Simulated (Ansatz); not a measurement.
# CH4BOSb: small, medium and large basis sets

The task here is to estimate one member of a computed series from the others.

Computed with Ansatz 0.2.0, Gaussian basis. Level: one geometry, several basis sets.

Levels to be run: PBE0-D4/def2-SVP; ωB97M-V/def2-SVP; PBE0-D4/def2-QZVPP; ωB97M-V/def2-QZVPP; the functionals' def2-TZVPP values are taken from earlier runs.

1 further run of the same task is left out (for a known fault of the program).

## The geometry

All runs share one geometry, relaxed beforehand with PBE0-D4 in a triple-zeta def2 set. Sb takes the def2 core potential; no spin-orbit term is included.

8 atoms, charge 0, spin multiplicity 1.

Atoms are counted from 1 here; the program's logs count them from 0.

Bond lengths: B1–C2 1.559 Å, B1–Sb4 2.245 Å, B1–H5 1.190 Å, C2–O3 1.431 Å, C2–H6 1.106 Å, C2–H7 1.103 Å, O3–Sb4 2.012 Å, Sb4–H8 1.728 Å. Angles: C2–B1–Sb4 86.2°, C2–B1–H5 131.7°, Sb4–B1–H5 142.0°, B1–C2–O3 106.4°, B1–C2–H6 109.8°, B1–C2–H7 114.1°, O3–C2–H6 110.6°, O3–C2–H7 111.0°, H6–C2–H7 104.9°, C2–O3–Sb4 99.1°, B1–Sb4–O3 68.2°, B1–Sb4–H8 85.4°, O3–Sb4–H8 94.9°.

Set-up of the first run:

Input file in.yaml:

```yaml
crystal:
  periodic: [false, false, false]
  atoms:
    - {symbol: B, position_ang: [-0.370871, 0.589527, -0.709934]}
    - {symbol: C, position_ang: [0.707238, 0.357363, 0.391829]}
    - {symbol: O, position_ang: [0.896688, -1.057832, 0.480038]}
    - {symbol: Sb, position_ang: [-0.479731, -1.647756, -0.863491]}
    - {symbol: H, position_ang: [-0.861370, 1.585020, -1.140804]}
    - {symbol: H, position_ang: [0.350926, 0.763298, 1.356758]}
    - {symbol: H, position_ang: [1.663230, 0.873194, 0.202944]}
    - {symbol: H, position_ang: [-1.814009, -1.519915, 0.226862]}
basis:
  gaussian: {orbitals: def2-SVP}
hamiltonian: {xc: pbe0, dispersion: d4}
output: {orbitals: {seedname: orbitals}}
```

Run with:

```bash
$ ansatz run in.yaml --threads 2 --pin off --events-out ev --progress --plain --max-ram 4352MiB
```

Steps of the session up to this table: PBE0-D4 in def2-SVP; ωB97M-V in def2-SVP; PBE0-D4 in def2-QZVPP; ωB97M-V in def2-QZVPP.

One of the session's tables, all rows but one given; the rest of the session is left out.

It belongs to the step «Density functionals: the series». 

| functional | basis | HOMO (eV) | LUMO (eV) |
| --- | --- | --- | --- |
| PBE0-D4 | def2-SVP | -6.86 | -1.85 |
| PBE0-D4 | def2-TZVPP | -6.89 | -1.90 |
| PBE0-D4 | def2-QZVPP | -6.91 | -1.93 |
| ωB97M-V | def2-SVP | -8.90 | 0.20 |
| ωB97M-V | def2-TZVPP | -8.95 | 0.06 |
| ωB97M-V | def2-QZVPP | ? | ? |

**Question.** Estimate the row for ωB97M-V, def2-QZVPP.

The run gave: HOMO (eV): -8.96; LUMO (eV): 0.00. In the column «HOMO (eV)» it is the lowest.
